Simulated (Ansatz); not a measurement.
# Ta: pressure up to the limit of the methods

How does Ta (sc type) answer strong compression? The runs shown use PAW. Its runs: cell relaxed at zero pressure (PAW); volume scaled by 1 (PAW); volume scaled by 0.9 (PAW); volume scaled by 0.8 (PAW); volume scaled by 0.7 (PAW); volume scaled by 0.6 (PAW); volume scaled by 0.5 (PAW); volume scaled by 0.4 (PAW and PAW (core large)).

Method: DFT LDA, with the methods named in each step, in Ansatz 0.2.0.

### 1 The structure to begin with

It takes space group Pm-3m (No. 221, cubic). The conventional cell has a = 2.651 Å, b = 2.651 Å, c = 2.651 Å, α = 90.00°, β = 90.00°, γ = 90.00°. Ta (site symmetry m-3m) has 6 Ta at 2.65 Å in its first shell of neighbours.

As a file:

```cif
data_structure
_symmetry_space_group_name_H-M 'P 1'
_symmetry_Int_Tables_number 1
_cell_length_a 2.6509
_cell_length_b 2.6509
_cell_length_c 2.6509
_cell_angle_alpha 90.000
_cell_angle_beta 90.000
_cell_angle_gamma 90.000
_cell_volume 18.63
loop_
_atom_site_label
_atom_site_type_symbol
_atom_site_fract_x
_atom_site_fract_y
_atom_site_fract_z
_atom_site_occupancy
Ta1 Ta 0.00000 0.00000 0.00000 1
```

Whether this phase is the stable one at these pressures isn't tested.

### 2 Cell relaxed at zero pressure, PAW

input.yaml reads:

```yaml
crystal:
  lattice:
    - [2.6509155493, 0.0, 0.0]
    - [0.0, 2.6509155493, 0.0]
    - [0.0, 0.0, 2.6509155493]
  atoms:
    - { symbol: Ta, position: [0.0, 0.0, 0.0] }
kpoints:
  mp_grid: { grid: [14, 14, 14] }
scf:
  occupations: { method: fermi_dirac, width: 0.05 }
hamiltonian:
  xc: lda
  pseudopotentials: { kind: paw }
output:
  forces: true
  stress: true
relax:
  f_tol: 0.005
  max_steps: 40
  cell: {}
```

The run is started by

```sh
> ansatz run input.yaml --threads 1 --pin off --max-ram 2048MiB --backend cpu --events-out ev --progress --plain --runs-dir out
```

Further steps of the session: Volume scaled by 1, PAW; Volume scaled by 0.9, PAW; Volume scaled by 0.8, PAW; Volume scaled by 0.7, PAW; Volume scaled by 0.6, PAW; Volume scaled by 0.5, PAW; Volume scaled by 0.4, PAW; Volume scaled by 0.4, PAW (core large).

What does the calculation give? Wanted: PAW pressure at 0.4 of the volume; PAW; fitted bulk modulus at zero pressure.

The runs gave:

```
                                      quantity       value
             PAW pressure at 0.4 of the volume  1007.3 GPa
PAW (core large) pressure at 0.4 of the volume  1007.3 GPa
    fitted bulk modulus at zero pressure (PAW)     157 GPa
                       its pressure derivative        4.15
```

What this shows: By PAW the pressure climbs to 1007 GPa at 0.4 of the first volume. A third-order Birch-Murnaghan curve fits the range only roughly (B₀ = 157 GPa, B′ = 4.15, misfit at most 4.94 GPa). A fit over so wide a range leans to the high pressures, so B₀ can be off by several per cent. No all-electron run checks these rows here, and frozen cores can fail under such compression. The ions are at rest, and the electrons smeared by 0.05 eV. Spin-orbit coupling is left out, though the cell holds Ta; in elements this heavy it can shift bands and gaps by tenths of an eV.

At pressures up to 1007 GPa the PAW spheres may overlap and frozen cores may not hold, so those PAW values are rough without an all-electron check.
